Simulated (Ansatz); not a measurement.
# TiSiH₂ (quintet): the correlation ladder at distance Ti1–Si2 = 2.493 Å, def2-SVP

The task here is to estimate one member of a computed series from the others.

Method: def2-SVP, core rule «outside noble gas», up to 14 orbitals frozen; program: Ansatz 0.2.0, Gaussian basis.

Plan: UHF; CCSD(T) on ROHF; CCSD(T) on UHF; CISD; CCSDT(Q) on ROHF; CCSDT(Q) on UHF; CASSCF and MRCISD+Q, 6 electrons in 6 orbitals; CASSCF and NEVPT2, 6 electrons in 6 orbitals.

12 further runs of the same task are left out: 1 for a mislabelled method, 10 that didn't finish, 1 set aside as unsound or not needed.

### What is computed

The geometry derives from a PBE0/def2-TZVP stationary point (not a proven minimum). One bond is set to the value named and the two fragments are kept rigid.

4 atoms, charge 0, spin multiplicity 5.

Atoms are counted from 1 here; the program's logs count them from 0.

Bond lengths: Ti1–Si2 2.493 Å, Ti1–H3 1.742 Å, Ti1–H4 1.742 Å. Angles: Si2–Ti1–H3 118.7°, Si2–Ti1–H4 118.7°, H3–Ti1–H4 122.5°.

Set-up of the first run:

in.yaml

```yaml
crystal:
  periodic: [false, false, false]
  atoms:
    - {symbol: Ti, position_ang: [0.000000, 0.000000, 0.876466]}
    - {symbol: Si, position_ang: [0.000000, 0.000000, -1.616810]}
    - {symbol: H, position_ang: [0.000000, 1.527869, 1.713949]}
    - {symbol: H, position_ang: [0.000000, -1.527869, 1.713949]}
basis:
  gaussian: {orbitals: def2-SVP}
magnetization: {spin_polarized: true, initial_magnetization: 4}
hamiltonian: {xc: hf}
output: {orbitals: {seedname: orbitals}}
```

Run with:

```bash
ansatz run in.yaml --threads 1 --pin off --events-out ev --progress --plain --max-ram 2393MiB
```

Steps of the session up to this table: UHF; CCSD(T) on ROHF; CCSD(T) on UHF; CISD; CCSDT(Q) on ROHF; CCSDT(Q) on UHF; CASSCF and MRCISD+Q, 6 electrons in 6 orbitals; CASSCF and NEVPT2, 6 electrons in 6 orbitals.

One of the session's tables, all rows but one given; the rest of the session is left out.

| method | from RCCSDT(Q) (meV) |
| --- | --- |
| ROHF | +5099.6 |
| UHF | +4971.3 |
| RMP2 | +1377.5 |
| UMP2 | +1341.2 |
| CISD | +676.3 |
| RCCSD | +336.4 |
| UCCSD | +296.9 |
| RCCSD(T) | +74.2 |
| UCCSD(T) | +52.8 |
| RCCSDT | +9.7 |
| UCCSDT | -21.5 |
| RCCSDT(Q) | 0 |
| UCCSDT(Q) | -48.3 |
| CASSCF pair | ? |
| NEVPT2 pair | +1365.8 |
| MRCISD pair | +649.6 |
| MRCISD+Q pair | +151.8 |

Q: Estimate the row for CASSCF pair from the others.

**Answer.** from RCCSDT(Q) (meV): +4595.5. In the column «from RCCSDT(Q) (meV)» it lies between RMP2 (+1377.5) and UHF (+4971.3).

Caveats from the session: Restricted and unrestricted rows rest on different reference determinants; where their highest levels disagree by more than a few hundredths of an eV, they describe different states and don't form one ladder.
